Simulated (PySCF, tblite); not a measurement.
# C₇H₅FO₂: geometry, infrared bands and NMR shifts

Wanted: the infrared bands and NMR shifts of C₇H₅FO₂ (`C=Cc1ccoc1C(=O)F`), by calculation.

Programs: tblite 0.8.0 and PySCF 2.14.0, with density-fitted response routines of our own. Each step states its level of theory. These are calculated values for one molecule in the gas phase, unless marked as measured. Atoms count from 0, in the outputs and in this text.

## 1. Starting geometry

15 atoms, charge 0, multiplicity 1; geometry from: force field or distance geometry start.

Bonds of the start (Å): C0–C1 1.35, C1–C2 1.45, C2–C3 1.39, C3–C4 1.39, C4–O5 1.32, O5–C6 1.33, C6–C7 1.47, C7–O8 1.28, C7–F9 1.37, C6–C2 1.39, C0–H10 1.07, C0–H11 1.08, C1–H12 1.08, C3–H13 1.08, C4–H14 1.11.

## 2. Geometry optimisation with GFN2-xTB

What the job is given:

```
{"job": {"kind": "relax", "xc": "GFN2-xTB", "basis": "xTB"}, "charge": 0, "multiplicity": 1}
C      2.418100    -0.359900     0.449400
C      1.190400    -0.877100     0.208800
C      0.120100     0.076700     0.023000
C      0.187500     1.465300     0.033400
C     -1.092800     1.947900    -0.189000
O     -1.911000     0.930100    -0.358200
C     -1.217700    -0.195100    -0.236000
C     -1.841100    -1.521400    -0.353900
O     -1.159100    -2.594500    -0.234200
F     -3.184200    -1.644200    -0.605500
H      2.532700     0.700800     0.478300
H      3.207600    -1.077900     0.599000
H      1.039600    -1.950300     0.194300
H      1.060000     2.079600     0.206100
H     -1.354400     3.027800    -0.237400
```

Started as:

```
OMP_NUM_THREADS=1 python probes_run.py task.json out
```

One launch serves the whole session: the jobs run in the order shown.

**Question.** This job is followed by: GFN2-xTB harmonic vibrations, gas phase; GIAO PBE0/pcSseg-1 NMR shielding, non-relativistic, gas phase. Predict these results of the whole session: strongest single infrared mode (GFN2-xTB); zero-point energy (GFN2-xTB); 13C shifts against TMS (PBE0/pcSseg-1); 1H shifts against TMS (PBE0/pcSseg-1); 17O shifts against H2O (PBE0/pcSseg-1); 19F shifts against CFCl3 (PBE0/pcSseg-1).

The runs gave:

| quantity | value |
| --- | --- |
| strongest single infrared mode (GFN2-xTB) | 1805 cm⁻¹, 590 km/mol |
| zero-point energy (GFN2-xTB) | 63.9 kcal/mol |
| 13C shifts against TMS (PBE0/pcSseg-1) | 157.4, 153.6, 147.8, 140.7, 134.7, 128.3, 115.9 ppm |
| 1H shifts against TMS (PBE0/pcSseg-1) | 8.01, 7.61, 7.13, 6.31, 6.04 ppm |
| 17O shifts against H2O (PBE0/pcSseg-1) | 412.9, 301.2 ppm |
| 19F shifts against CFCl3 (PBE0/pcSseg-1) | 29.8 ppm |

In words: The optimisation took 42 steps and gained 0.651 eV; among the close pairs (by a distance rule), C7–O8 changed most, from 1.277 to 1.189 Å. All 39 modes are real, so the xTB geometry is a minimum. The strongest single mode, at 1805 cm⁻¹, moves mainly C7 and O8. Unscaled tight-binding wavenumbers are off by several per cent, some by more. Its intensities can rank the bands wrongly. At PBE0/pcSseg-1: The widest tensor belongs to O8: span 539 ppm, with a paramagnetic part of -481 ppm. NICS(1)zz of -23 ppm above the planar ring from C2 marks a diatropic (aromatic) ring current.
